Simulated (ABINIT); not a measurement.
# TaF3 (Pm-3m) in ABINIT: a series of runs, part 2 of 2

ABINIT 10.8.3 (patched build). Earlier steps stand in the parts before.

## (3) Single point, PBE

Input file run.abi:

```
# Pseudopotentials
pp_dirpath "./"
pseudos "Ta.GGA_PBE-ansatz.xml, F.GGA_PBE-ansatz.xml"

# Structure
acell 3*1.0 Angstrom
rprim
     3.9012000000     0.0000000000     0.0000000000
     0.0000000000     3.9012000000     0.0000000000
     0.0000000000     0.0000000000     3.9012000000
ntypat 2
znucl 73 9
natom 4
typat 1 2 2 2
xred
     0.0000000000     0.0000000000     0.0000000000
     0.0000000000     0.0000000000     0.5000000000
     0.0000000000     0.5000000000     0.0000000000
     0.5000000000     0.0000000000     0.0000000000

# Plane-wave basis
ecut 16.0
pawecutdg 32.0
pawxcdev 0
pawovlp 30

# k points
kptopt 1
ngkpt 5 5 5
nshiftk 1
shiftk 0.0 0.0 0.0

# Exchange and correlation
ixc 11

# Bands and occupations
nband 21
occopt 3
tsmear 0.05 eV

# SCF cycle
nstep 100
tolvrs 1.0e-9

# Output
iomode 3
prtwf 0
prtden 0
prteig 0
prtebands 0
enunit 2
```

Potentials or basis: Ansatz PAW PBE default generated set, frozen core.

Launch:

```
$ mpirun --bind-to none -np 4 abinit run.abi > log 2>&1
```

run.abo:

```text
[... set-up lines left out ...]
 ETOT  1  -131.36677353733    -1.314E+02 3.871E+00 1.264E+01
 ETOT  2  -132.20237660898    -8.356E-01 2.087E-02 7.290E+00
 ETOT  3  -132.18680766177     1.557E-02 7.121E-03 5.275E-01
 ETOT  4  -132.18568506951     1.123E-03 3.905E-03 5.866E-02
 ETOT  5  -132.18585718857    -1.721E-04 1.127E-03 1.597E-02
 ETOT  6  -132.18606486007    -2.077E-04 1.565E-03 2.171E-03
 ETOT  7  -132.18618326862    -1.184E-04 7.687E-04 5.485E-04
 ETOT  8  -132.18619956405    -1.630E-05 2.789E-04 3.027E-05
 ETOT  9  -132.18619963288    -6.882E-08 3.840E-04 5.615E-06
 ETOT 10  -132.18619967950    -4.663E-08 9.990E-05 1.758E-07
 ETOT 11  -132.18619967983    -3.327E-10 1.833E-04 2.383E-08
 ETOT 12  -132.18619968011    -2.809E-10 9.381E-05 8.756E-09
 ETOT 13  -132.18619968011     7.134E-12 1.174E-04 1.297E-10

 At SCF step   13       nres2   =  1.30E-10 < tolvrs=  1.00E-09 =>converged.

 Cartesian components of stress tensor (hartree/bohr^3)
  sigma(1 1)= -8.63399301E-04  sigma(3 2)=  0.00000000E+00
  sigma(2 2)= -8.63399301E-04  sigma(3 1)=  0.00000000E+00
  sigma(3 3)= -8.63399301E-04  sigma(2 1)=  0.00000000E+00

--- !ResultsGS
iteration_state: {dtset: 1, }
comment   : Summary of ground state results
lattice_vectors:
- [  7.3721996,   0.0000000,   0.0000000, ]
- [  0.0000000,   7.3721996,   0.0000000, ]
- [  0.0000000,   0.0000000,   7.3721996, ]
lattice_lengths: [   7.37220,    7.37220,    7.37220, ]
lattice_angles: [ 90.000,  90.000,  90.000, ] # degrees, (23, 13, 12)
[... 108 lines left out ...]
Ewald energy        : -7.59764004491809E+01
psp_core            :  4.69310607197064E+00
xc_dc               : -4.53450029128110E+01
PAW spherical_terms :  2.71961323626217E+00
internal            : -1.32185315140812E+02
'-kT*entropy'       : -8.84539295807939E-04
total_energy_dc     : -1.32186199680108E+02
total_energy_dc_eV  : -3.59696973588378E+03
...

--- !EnergyTermsWithPAWCore
iteration_state     : {dtset: 1, }
comment             : 'Components of total free energy, including PAW core contributions'
Total energy        : -1.45769515240060E+04
Total energy DC     : -1.45769515274445E+04
Total energy (eV)   : -3.96659058208668E+05
Total energy DC (eV): -3.96659058302235E+05
...

 Cartesian components of stress tensor (hartree/bohr^3)
  sigma(1 1)= -8.63399301E-04  sigma(3 2)=  0.00000000E+00
  sigma(2 2)= -8.63399301E-04  sigma(3 1)=  0.00000000E+00
  sigma(3 3)= -8.63399301E-04  sigma(2 1)=  0.00000000E+00

-Cartesian components of stress tensor (GPa)         [Pressure=  2.5402E+01 GPa]
- sigma(1 1)= -2.54020844E+01  sigma(3 2)=  0.00000000E+00
- sigma(2 2)= -2.54020844E+01  sigma(3 1)=  0.00000000E+00
- sigma(3 3)= -2.54020844E+01  sigma(2 1)=  0.00000000E+00

== END DATASET(S) ==============================================================
================================================================================

 -outvars: echo values of variables after computation  --------
            acell      1.8897261259E+00  1.8897261259E+00  1.8897261259E+00 Bohr
           etotal     -1.3218619968E+02
            fcart     -0.0000000000E+00 -0.0000000000E+00 -0.0000000000E+00
                      -0.0000000000E+00 -0.0000000000E+00 -0.0000000000E+00
                      -0.0000000000E+00 -0.0000000000E+00 -0.0000000000E+00
                      -0.0000000000E+00 -0.0000000000E+00 -0.0000000000E+00
            rprim      3.9012000000E+00  0.0000000000E+00  0.0000000000E+00
                       0.0000000000E+00  3.9012000000E+00  0.0000000000E+00
                       0.0000000000E+00  0.0000000000E+00  3.9012000000E+00
           strten     -8.6339930103E-04 -8.6339930103E-04 -8.6339930103E-04
                       0.0000000000E+00  0.0000000000E+00  0.0000000000E+00
           xangst      0.0000000000E+00  0.0000000000E+00  0.0000000000E+00
                       0.0000000000E+00  0.0000000000E+00  1.9506000000E+00
                       0.0000000000E+00  1.9506000000E+00  0.0000000000E+00
                       1.9506000000E+00  0.0000000000E+00  0.0000000000E+00
             xred      0.0000000000E+00  0.0000000000E+00  0.0000000000E+00
                       0.0000000000E+00  0.0000000000E+00  5.0000000000E-01
                       0.0000000000E+00  5.0000000000E-01  0.0000000000E+00
                       5.0000000000E-01  0.0000000000E+00  0.0000000000E+00
 Calculation completed.
```

It took 17 s on 4 MPI ranks of Arm Neoverse V1, shared host; peak memory 0.72 GiB.

What came out:

```
Free energy            : -3596.9697 eV
Pressure               : 25.4 GPa
Band gap on the k mesh : none (metal or under the smearing width)
```

Caveat: the atomic spheres overlap; so large a pressure means that the cell lies far from this level's equilibrium, or that cutoff or potentials fall short. The run has no spin-orbit coupling, so splittings on Ta are missing.

## (4) Single point, PBE

Input file run.abi:

```
# Pseudopotentials
pp_dirpath "./"
pseudos "Ta.upf, F.upf"

# Structure
acell 3.9012 3.9012 3.9012 Angstrom
rprim
     1.0000000000     0.0000000000     0.0000000000
     0.0000000000     1.0000000000     0.0000000000
     0.0000000000     0.0000000000     1.0000000000
ntypat 2
znucl 73 9
natom 4
typat 1 2 2 2
xred
     0.0000000000     0.0000000000     0.0000000000
     0.0000000000     0.0000000000     0.5000000000
     0.0000000000     0.5000000000     0.0000000000
     0.5000000000     0.0000000000     0.0000000000

# Plane-wave basis
ecut 35.0

# k points
kptopt 1
ngkpt 5 5 5
nshiftk 1
shiftk 0.0 0.0 0.0

# Exchange and correlation
ixc 11

# Bands and occupations
nband 21
occopt 3
tsmear 0.05 eV

# SCF cycle
nstep 100
tolvrs 1.0e-10

# Output
iomode 3
prtwf 0
prtden 0
prteig 0
prtebands 0
```

Potentials or basis: PseudoDojo NC SR PBE v0.4.1 standard.

Launch:

```
$ mpirun --bind-to none -np 4 abinit run.abi > log 2>&1
```

Run time: 16 s. Hardware: 4 MPI ranks of Intel Xeon Platinum 8259CL at 2.50GHz (Skylake/Cascade Lake), shared host; peak memory 0.28 GiB.

The run converged. Its results:

```
Free energy                                           : -3786.1003 eV
Band gap on the k mesh                                : none (metal or under the smearing width)
Valence electrons inside the program's atomic spheres : Ta 9.43; F 7.24
```

Levels at points of the mesh, in eV from the Fermi level:
```csv
k point,band 13,band 14,band 15,band 16,band 17,band 18,band 19,band 20,band 21
"(0.00, 0.00, 0.00)",-9.26,-9.24,-9.24,-9.24,-1.15,-1.15,-1.15,-0.46,2.71
```

Caveat: the cutoff is too short for stress, so the log's stress isn't used. Spin-orbit coupling is left out, which matters for the levels of Ta.

## (5) Overview

| level | potentials or basis | cutoff (eV) | fine-grid cutoff | gap on the mesh (eV) | pressure (GPa) |
| --- | --- | --- | --- | --- | --- |
| PBEsol | PseudoDojo NC SR PBEsol v0.4.1 standard | 980 | - | none | 17.9 |
| PBE | Ansatz PAW PBE default generated set, frozen core | 435 | 870.764 eV | none | 25.4 |
| PBE | PseudoDojo NC SR PBE v0.4.1 standard | 952 | - | none | - |

Alike in all rows: task single point; no spin polarisation; cell as given; k mesh 5 × 5 × 5; smearing fermi-dirac 0.05 eV.

Caveats: so large a pressure means that the cell lies far from this level's equilibrium, or that cutoff or potentials fall short (some runs); the cutoff is short for stress, so the pressure is rough (some runs); the atomic spheres overlap (some runs).

Absolute energies hang on the potentials; compare differences alone.
